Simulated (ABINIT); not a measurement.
A run of ABINIT 10.8.3 (patched build) is set up as follows.

File run.abi:

```
ndtset 7
getwfk -1
scalecart1 3*0.9795861087
scalecart2 3*0.9864848297
scalecart3 3*0.9932883884
scalecart4 3*1.0000000000
scalecart5 3*1.0066227096
scalecart6 3*1.0131594038
scalecart7 3*1.0196128224

pp_dirpath "./"
pseudos "Nb.GGA_PBE-JTH.xml, Si.GGA_PBE-JTH.xml"

acell 6.8784997128 6.8784997128 6.8784997128
rprim
     0.0000000000     0.7071067812     0.7071067812
     0.7071067812     0.0000000000     0.7071067812
     0.7071067812     0.7071067812     0.0000000000
ntypat 2
znucl 41 14
natom 2
typat 1 2
xred
     0.0000000000     0.0000000000     0.0000000000
     0.5000000000     0.5000000000     0.5000000000

ecut 16.0
pawecutdg 32.0

kptopt 1
ngkpt 9 9 9
nshiftk 1
shiftk 0.0 0.0 0.0

ixc 11

nband 13
occopt 3
tsmear 0.05 eV

nstep 100
tolvrs 1.0e-9

iomode 3
prtwf 1
prtden 0
prteig 0
prtebands 0
enunit 1
```

Potentials or basis: JTH PAW PBE v2.0.

The run is started by

```sh
$ abinit run.abi > log 2>&1
```

Predict the equilibrium volume.

17.04 Å³/atom.

Estimate the pressure derivative of the bulk modulus.

3.9.

Predict the bulk modulus.

151 GPa.

Energy against volume, from the lowest point:
```
volume (Å³/atom)  energy (meV/atom)
          16.028              31.32
          16.369              13.35
          16.710               3.16
          17.051               0.00
          17.392               3.31
          17.733              12.37
          18.074              26.72
```

Caveat: pressures at fixed basis lie under the slope of the energies.
